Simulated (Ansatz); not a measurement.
# BN: the cost of one run

Program: Ansatz 0.2.0. Level of theory: DFT LDA, scalar-relativistic, plane waves, PAW. These are calculated values, not measurements.

74 further runs of the same task are left out: 74 set aside as unsound or not needed.

## 1. The structure to begin with

The structure is hexagonal, space group P6_3/mmc (No. 194). The conventional cell has a = 2.488 Å, b = 2.488 Å, c = 6.495 Å, α = 90.00°, β = 90.00°, γ = 120.00°. B (site symmetry -6m2) has 3 N at 1.44 Å as nearest neighbours. N (site symmetry -6m2) has 3 B at 1.44 Å as nearest neighbours.

As a file:

```cif
data_structure
_symmetry_space_group_name_H-M 'P6_3/mmc'
_symmetry_Int_Tables_number 194
_cell_length_a 2.4884
_cell_length_b 2.4884
_cell_length_c 6.4953
_cell_angle_alpha 90.000
_cell_angle_beta 90.000
_cell_angle_gamma 120.000
_cell_volume 34.83
loop_
_atom_site_label
_atom_site_type_symbol
_atom_site_symmetry_multiplicity
_atom_site_Wyckoff_symbol
_atom_site_fract_x
_atom_site_fract_y
_atom_site_fract_z
_atom_site_occupancy
B1 B 2 c 0.33333 0.66667 0.25000 1
N1 N 2 d 0.33333 0.66667 0.75000 1
```

It is the result of an earlier relaxation at this level (volume 8.71 Å³/atom; gap on the mesh: 4.07 eV).

## 2. Plan of the line

The energy is mapped over volume and the cell's shape.

The axes are (1) volume per atom: 11 values from 7.663 to 9.752 Å³; (2) c/a of the conventional cell: 11 values from 2.314 to 2.945.

Nothing else is relaxed (symmetry fixes all fractional coordinates). Energies count from the relaxed crystal. Points are written as (first, second).

## 3. The run at (7.663 Å³, 2.370)

File input.yaml:

```yaml
crystal:
  lattice:
    - [2.4625273564, 0.0, 0.0]
    - [-1.2312636782, 2.1326112481, 0.0]
    - [0.0, 0.0, 5.8366823401]
  atoms:
    - { symbol: B, position: [0.3333333333, 0.6666666667, 0.25] }
    - { symbol: B, position: [0.6666666667, 0.3333333333, 0.75] }
    - { symbol: "N", position: [0.3333333333, 0.6666666667, 0.75] }
    - { symbol: "N", position: [0.6666666667, 0.3333333333, 0.25] }
basis:
  ecutwfc: 520.0
kpoints:
  mp_grid: { grid: [12, 12, 4] }
hamiltonian:
  xc: lda
  pseudopotentials: { kind: paw, azcp: { folder: soft_1 } }
scf:
  occupations: { method: gaussian, width: 0.05 }
output:
  forces: true
  stress: true
  eigenvalues: true
```

Started as:

```bash
ansatz run input.yaml --threads 1 --pin off --max-ram 2048MiB --backend cpu --events-out ev --progress --plain --runs-dir out
```

Q: Estimate wall time and peak memory on 1 thread of Intel Xeon 6975P-C (Granite Rapids), shared host.

About 1.1 s, with a peak of 0.35 GiB.
